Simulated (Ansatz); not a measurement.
**CH₅Cl₃InN: one species, many methods**

One table from this session's results is given with a row withheld; the runs are named, their logs left out.

The runs use Ansatz 0.2.0, Gaussian basis; functionals in def2-TZVPP, the program's frozen cores in correlated methods.

Plan: LDA (SPW92), PBE-D4, revPBE-D4, BLYP-D4, r2SCAN-D4, B97M-V, PBE0-D4, B3LYP-D4, r2SCANh-D4, r2SCAN0-D4, HSE06-D4, BHLYP-D4, CAM-B3LYP-D4, LC-ωPBE, ωB97X-V, ωB97M-V, B2PLYP, PBE-QIDH; CCSD(T)/def2-SVP; MP2/def2-TZVPP; MP2/def2-QZVPP; RPA on PBE.

### Structure used throughout

An earlier PBE0-D4 in a triple-zeta def2 set relaxation fixed the geometry. In takes the def2 core potential; no spin-orbit term is included.

11 atoms, charge 0, spin multiplicity 1.

Atoms are counted from 1 here; the program's logs count them from 0.

Bond lengths: C1–N2 1.473 Å, C1–H7 1.091 Å, C1–H8 1.089 Å, C1–H9 1.089 Å, N2–In3 2.274 Å, N2–H10 1.016 Å, N2–H11 1.016 Å, In3–Cl4 2.330 Å, In3–Cl5 2.329 Å, In3–Cl6 2.330 Å. Angles: N2–C1–H7 111.8°, N2–C1–H8 108.8°, N2–C1–H9 108.8°, H7–C1–H8 109.5°, H7–C1–H9 109.5°, H8–C1–H9 108.5°, C1–N2–In3 113.6°, C1–N2–H10 110.7°, C1–N2–H11 110.7°, In3–N2–H10 107.5°, In3–N2–H11 107.4°, H10–N2–H11 106.5°, N2–In3–Cl4 98.5°, N2–In3–Cl5 98.6°, N2–In3–Cl6 98.5°, Cl4–In3–Cl5 118.1°, Cl4–In3–Cl6 117.4°, Cl5–In3–Cl6 118.1°.

Set-up of the first run:

in.yaml reads:

```yaml
crystal:
  periodic: [false, false, false]
  atoms:
    - {symbol: C, position_ang: [0.175534, -1.102327, 0.979719]}
    - {symbol: N, position_ang: [0.702966, -0.333398, -0.160166]}
    - {symbol: In, position_ang: [-0.681537, 1.332779, -0.852629]}
    - {symbol: Cl, position_ang: [-2.540969, 0.034724, -1.389806]}
    - {symbol: Cl, position_ang: [0.617411, 2.160736, -2.598830]}
    - {symbol: Cl, position_ang: [-0.763772, 2.557127, 1.128587]}
    - {symbol: H, position_ang: [0.861752, -1.893090, 1.288164]}
    - {symbol: H, position_ang: [-0.779916, -1.541305, 0.694394]}
    - {symbol: H, position_ang: [0.007044, -0.421832, 1.813712]}
    - {symbol: H, position_ang: [0.871106, -0.940597, -0.956674]}
    - {symbol: H, position_ang: [1.595781, 0.090184, 0.074029]}
basis:
  gaussian: {orbitals: def2-TZVPP}
hamiltonian: {xc: lda}
output: {orbitals: {seedname: orbitals}}
```

Started as:

```console
ansatz run in.yaml --threads 4 --pin off --events-out ev --progress --plain --max-ram 11315MiB
```

Steps of the session up to this table: LDA; PBE-D4 (GGA); revPBE-D4 (GGA); BLYP-D4 (GGA); r2SCAN-D4 (meta-GGA); B97M-V (meta-GGA); PBE0-D4 (hybrid); B3LYP-D4 (hybrid); r2SCANh-D4 (hybrid); r2SCAN0-D4 (hybrid); HSE06-D4 (hybrid); BHLYP-D4 (hybrid); CAM-B3LYP-D4 (range-separated); LC-ωPBE (range-separated); ωB97X-V (range-separated); ωB97M-V (range-separated); B2PLYP (double hybrid); PBE-QIDH (double hybrid).

One table of the session follows, with a row left open; its other results are not shown here.

It belongs to the step «Orbital energies across the functionals». 

```
  functional  HOMO (eV)  LUMO (eV)  gap (eV)
 LDA (SPW92)      -7.39      -2.80      4.59
      PBE-D4      -7.23      -2.47      4.76
   revPBE-D4      -7.17      -2.35      4.83
     BLYP-D4      -7.05      -2.41      4.64
   r2SCAN-D4      -7.61      -2.24      5.38
      B97M-V      -7.68      -2.23      5.45
     PBE0-D4      -8.67      -1.56      7.10
    B3LYP-D4      -8.37      -1.87      6.50
  r2SCANh-D4      -8.13      -1.91      6.23
  r2SCAN0-D4      -8.92      -1.42      7.50
    HSE06-D4      -8.26      -1.93      6.33
    BHLYP-D4      -9.93      -0.64      9.30
CAM-B3LYP-D4     -10.04      -0.59      9.46
     LC-ωPBE     -11.52       0.71     12.23
     ωB97X-V     -11.12       0.53     11.66
     ωB97M-V          ?          ?         ?
```

Estimate the missing values for ωB97M-V.

As computed: HOMO (eV): -10.96; LUMO (eV): 0.37; gap (eV): 11.33. In the column «HOMO (eV)» it lies between ωB97X-V (-11.12) and CAM-B3LYP-D4 (-10.04).
